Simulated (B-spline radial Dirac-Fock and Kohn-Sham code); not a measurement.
**Zn²²⁺: core levels and X-ray properties**

What does theory give for Zn²²⁺? The session works out its X-ray form factor and Compton profile, the binding energy of each subshell, its photoionisation cross sections and the widths and yields of its core holes.

Program: B-spline radial Dirac-Fock and Kohn-Sham code, version 2. Model: a free atom or ion on a radial basis; each step names its model. All values are calculated, but those marked as tabulated.

## (1) What is computed

Zinc as Zn²²⁺, configuration [He] 2s2 2p4.

```yaml
nuclear_charge: 30
electrons: 8
mass_number: 64
nuclear_rms_radius: 3.9283 fm
```

Outer shells as boxes (Hund's rule, for the drawing alone; heavy ions are jj-coupled, and the calculation averages over the configuration):

```
[He] core
2s [↑↓]
2p [↑↓][↑ ][↑ ]
```

## (2) Scattering by the electron cloud

Model: Dirac-Fock average of configuration, finite nucleus; form factor of the spherical density, Waller-Hartree incoherent function, impulse-approximation Compton profiles.

Recorded inputs:

```ini
task = scatter
Z = 30
charge = 22
configuration = 1s2 2s2 2p4
mass_number = 64
rms_radius = 3.9283  # fm
s = [0.0, 0.09, 0.1, 0.13, 0.15, 0.19, 0.22, 0.27, 0.33, 0.4, 0.49, 0.59, 0.72, 0.87, 1.06, 1.29, 1.56, 1.9, 2.3, 2.79, 3.39, 4.11, 5.0]  # 1/A
pz = [0, 0.1, 0.14, 0.21, 0.3, 0.43, 0.62, 0.9, 1.3, 1.9, 2.7, 3.9, 5.6, 8.1, 12.0, 17.0, 24.0, 35.0, 50.0, 72.0, 100.0]  # a.u.
photon_energy = [2000, 8047.8, 10000, 20000, 30000, 100000, 200000, 500000]  # eV
```

Main fields of the result record, rounded:

```text
{
  "status": "converged",
  "form_factor [e]": [8.0, 7.9829, 7.9789, 7.9643, 7.9525, 7.924, 7.8984, 7.8476, 7.7739, 7.6709, 7.5134, 7.3082, 7.0006, 6.6006, 6.0483, 5.353, 4.5593, 3.6715, 2.8479, 2.1593, 1.672, 1.3707, 1.1619],
  "incoherent": [-1.6289e-12, 0.021716, 0.026797, 0.045208, 0.060103, 0.0961, 0.12844, 0.19227, 0.28463, 0.4129, 0.60746, 0.8578, 1.2265, 1.6942, 2.3176, 3.0647, 3.8655, 4.6946, 5.4051, 5.9744, 6.4093, 6.7625, 7.0951],
  "compton_total [1/a.u.]": [0.46268, 0.4626, 0.46252, 0.46231, 0.46193, 0.46115, 0.4595, 0.45602, 0.44893, 0.43402, 0.40736, 0.35755, 0.28061, 0.18339, 0.093502, 0.044428, 0.018463, 0.0055091, 0.0013286, 0.00024702, 4.8396e-05],
  "shells": ["1s1/2", "2s1/2", "2p1/2", "2p3/2"],
  "occupation": [2.0, 2.0, 1.3333, 2.6667],
  "mean_momentum [a.u.]": [25.82, 9.1666, 12.274, 12.079],
  "r2 [bohr^2]": 0.28748,
  "r_inverse [1/bohr]": 101.47,
  "r1 [bohr]": 1.2836,
  "coherent [b]": [42.284, 38.239, 36.189, 24.506, 15.853, 2.741, 0.80947, 0.14184],
  "incoherent_cross_section [b]": [0.022895, 0.33538, 0.49364, 1.42, 2.1509, 3.2365, 3.0132, 2.2668],
  "radial_jk": {
    "2p": {"j0": [1.0, 0.99745, 0.99686, 0.99469, 0.99294, 0.98871, 0.98489, 0.97735, 0.96638, 0.95105, 0.92759, 0.89701, 0.85112, 0.79132, 0.70852, 0.60386, 0.48365, 0.3481, 0.22115, 0.11456, 0.041392, 0.0035711, -0.0094701], "j2": [0.0, 0.0010182, 0.0012564, 0.0021194, 0.0028176, 0.0045048, 0.0060203, 0.0090103, 0.013335, 0.019335, 0.028424, 0.040089, 0.057186, 0.078677, 0.10679, 0.13916, 0.17087, 0.19704, 0.20723, 0.19592, 0.16327, 0.11922, 0.075381], "r2": 0.042728, "r4": 0.003527, "r6": 0.00047822}
  }
}
```

The scattering functions against s = sin θ / λ:

| s (1/Å) | f (e) | f / N | S(s) |
| --- | --- | --- | --- |
| 0 | 8.000 | 1.000 | 0 |
| 0.100 | 7.979 | 0.997 | 0.02680 |
| 0.150 | 7.953 | 0.994 | 0.06010 |
| 0.220 | 7.898 | 0.987 | 0.1284 |
| 0.330 | 7.774 | 0.972 | 0.2846 |
| 0.490 | 7.513 | 0.939 | 0.6075 |
| 0.720 | 7.001 | 0.875 | 1.226 |
| 1.06 | 6.048 | 0.756 | 2.318 |
| 1.56 | 4.559 | 0.570 | 3.866 |
| 2.30 | 2.848 | 0.356 | 5.405 |
| 3.39 | 1.672 | 0.209 | 6.409 |
| 5.00 | 1.162 | 0.145 | 7.095 |

## (3) Hole states by ΔSCF

Model: Dirac-Fock average of configuration, Delta-SCF, finite nucleus, first-order Breit with its frequency dependence, self-energy and vacuum polarisation.

Settings, as recorded:

```ini
task = binding
```

Main fields of the result record, rounded:

```text
{
  "status": "converged",
  "shells": ["K", "L1", "L2,3"],
  "total_energy_parts [Ha]": [-1427.99299, 0.64831524, -0.0478265876, -0.00172556591, 0.55612043, -0.0509212324],
  "koopmans [eV]": [10881.9, 2224.61, 2096.12],
  "dirac_coulomb [eV]": [10867.2, 2223.09, 2094.0],
  "gaunt [eV]": [-12.3796, -1.10102, -1.52929],
  "retardation [eV]": [0.59318, 0.0662466, 0.242846],
  "breit_frequency [eV]": [0.0204103, -0.00354002, 0.011602],
  "self_energy [eV]": [-6.49084, -0.743534, 0.0336722],
  "vacuum_polarisation [eV]": [0.602801, 0.0641854, -0.0045381],
  "binding [eV]": [10849.5, 2221.37, 2092.75],
  "mean_radius [bohr]": [0.0501341, 0.216307, 0.188664]
}
```

total_energy_parts: Dirac-Coulomb, Gaunt, retardation, frequency dependence, self-energy, vacuum polarisation. 

The binding energies by parts, in eV; the parts add up.

| level | -ε | relaxation | Breit | QED | binding |
| --- | --- | --- | --- | --- | --- |
| K | 10881.9 | -14.74 | -11.77 | -5.89 | 10849.5 |
| L1 | 2224.6 | -1.52 | -1.04 | -0.68 | 2221.4 |
| L2,3 | 2096.1 | -2.12 | -1.27 | 0.03 | 2092.8 |

## (4) Photoionisation

Model: independent-particle photoionisation: Dirac-Hartree-Slater potential of the initial state with a Latter tail for bound and continuum orbitals, all multipoles in the length form, thresholds from Dirac-Fock Delta-SCF.

Recorded inputs:

```ini
task = photo
photon_energy = [60, 79.8, 200, 262.0, 400, 1253.6, 1486.9, 2700.0, 3000.0, 5414.7, 10300.0, 12000, 15000, 19400.0, 29200.0, 93500.0]  # eV
```

Main fields of the result record, rounded:

```text
{
  "status": "converged",
  "shells": ["K", "L1", "L2", "L3"],
  "occupation": [2.0, 2.0, 1.33, 2.67],
  "threshold [eV]": [10849.5, 2221.37, 2110.41, 2083.92],
  "sigma [Mb]": [
    ["K", "-", "-", "-", "-", "-", "-", "-", "-", "-", "-", "-", 0.0142, 0.0078, 0.00387, 0.00122, 3.88e-05],
    ["L1", "-", "-", "-", "-", "-", "-", "-", 0.0328, 0.0267, 0.00758, 0.00167, 0.00114, 0.000652, 0.000334, 0.00011, 3.86e-06],
    ["L2", "-", "-", "-", "-", "-", "-", "-", 0.0209, 0.0153, 0.00244, 0.000299, 0.00018, 8.42e-05, 3.41e-05, 7.95e-06, 1.16e-07],
    ["L3", "-", "-", "-", "-", "-", "-", "-", 0.0398, 0.029, 0.00454, 0.000544, 0.000325, 0.000151, 6.05e-05, 1.38e-05, 1.83e-07]
  ],
  "beta_dipole": [
    ["K", "-", "-", "-", "-", "-", "-", "-", "-", "-", "-", "-", 2.0, 2.0, 2.0, 2.0, 1.97],
    ["L1", "-", "-", "-", "-", "-", "-", "-", 2.0, 2.0, 2.0, 2.0, 2.0, 2.0, 2.0, 2.0, 1.97],
    ["L2", "-", "-", "-", "-", "-", "-", "-", 1.45, 1.42, 1.19, 0.886, 0.815, 0.713, 0.598, 0.438, 0.0667],
    ["L3", "-", "-", "-", "-", "-", "-", "-", 1.47, 1.44, 1.21, 0.878, 0.8, 0.685, 0.554, 0.358, -0.186]
  ]
}
```

Rows start with the subshell; columns follow the photon energies; blanks lie below or just at threshold.

Summed over subshells:

| hν (eV) | total (kb) | K (%) | L (%) |
| --- | --- | --- | --- |
| 2700.0 | 93.5 | - | 100.0 |
| 3000.0 | 71.0 | - | 100.0 |
| 5414.7 | 14.6 | - | 100.0 |
| 10300 | 2.51 | - | 100.0 |
| 12000 | 15.8 | 89.6 | 10.4 |
| 15000 | 8.69 | 89.8 | 10.2 |
| 19400 | 4.30 | 90.0 | 10.0 |
| 29200 | 1.36 | 90.3 | 9.7 |
| 93500 | 0.0429 | 90.3 | 9.7 |

## (5) Decay of the holes

Model: independent-particle rates: relativistic LDA orbitals of the hole state, multipoles to L = 3 (length form), Coulomb Auger matrix elements with a Latter-tail continuum; energies from Dirac-Fock.

Recorded inputs:

```ini
task = decay
holes = ["K", "L1"]
```

Main fields of the result record, rounded:

```text
{
  "status": "converged",
  "K": {
    "width_radiative": 0.50692,
    "width_radiative_velocity": 0.52173,
    "width_nonradiative": 0.39543,
    "coster_kronig": {},
    "radiative": [["L3", 8765.6, 0.33536], ["L2", 8739.1, 0.17155], ["L1", 8628.1, 7.0946e-07]],
    "auger": [["L2L3", 6530.9, 0.12649], ["L1L3", 6437.6, 0.085144], ["L3L3", 6557.7, 0.069872], ["L1L1", 6295.3, 0.060608], ["L1L2", 6410.7, 0.047965], ["L2L2", 6504.0, 0.0053519]]
  },
  "L1": {"width_radiative": 3.7845e-05, "width_radiative_velocity": 3.2736e-05, "width_nonradiative": 0, "coster_kronig": {}, "radiative": [["L3", 137.45, 3.0099e-05], ["L2", 110.96, 7.746e-06]], "auger": []}
}
```

All in eV. For each hole the six strongest lines (shell, energy, width) and Auger groups (final holes, energy, width) are shown.

How each hole decays (widths in eV):

| hole | radiative | Auger | Coster-Kronig | total | yield | lifetime (fs) |
| --- | --- | --- | --- | --- | --- | --- |
| K (1s) | 0.507 | 0.395 | 0 | 0.902 | 0.562 | 0.729 |
| L1 (2s) | 3.78e-05 | 0 | 0 | 3.78e-05 | 1.00 | 17400 |

## (6) Outcome

```
                                quantity                          value
        rms radius of the electron cloud                     0.190 bohr
                   form factor halves at                        1.8 1/Å
                 Compton profile at zero                  0.4627 1/a.u.
            deepest level listed, K (1s)                     10849.5 eV
                  least bound, L2,3 (2p)                      2092.8 eV
ionisation energy, NIST (semi-empirical)                     2085.00 eV
                      total at 2700.0 eV                        93.5 kb
         strongest subshell at 2700.0 eV  L3 (2p3/2), 39.8 kb, β = 1.47
                    K hole: width, yield                0.902 eV, 0.562
                            its lifetime                       0.729 fs
                      its strongest line          Kα1 (K-L3), 8765.6 eV
```

f falls from 8 to half of that at s = 1.8 1/Å. Incoherent scattering outweighs coherent from 100 keV on, among the energies asked. The K (1s) level lies 14.7 eV under Koopmans' value by relaxation alone; Breit gives -11.77 and QED -5.89 eV. NIST's ionisation energy differs by -7.75 eV from the least binding energy; the calculation averages open shells over their j components and terms. At 2700.0 eV, L3 (2p3/2) gives 43 % of the photoabsorption; at 93500 eV the K shell gives 90 %. With a yield of 0.56, X-ray emission is the main way out for the K hole, in 0.73 fs. The Hartree-Fock and Dirac-Fock values hold no electron correlation.
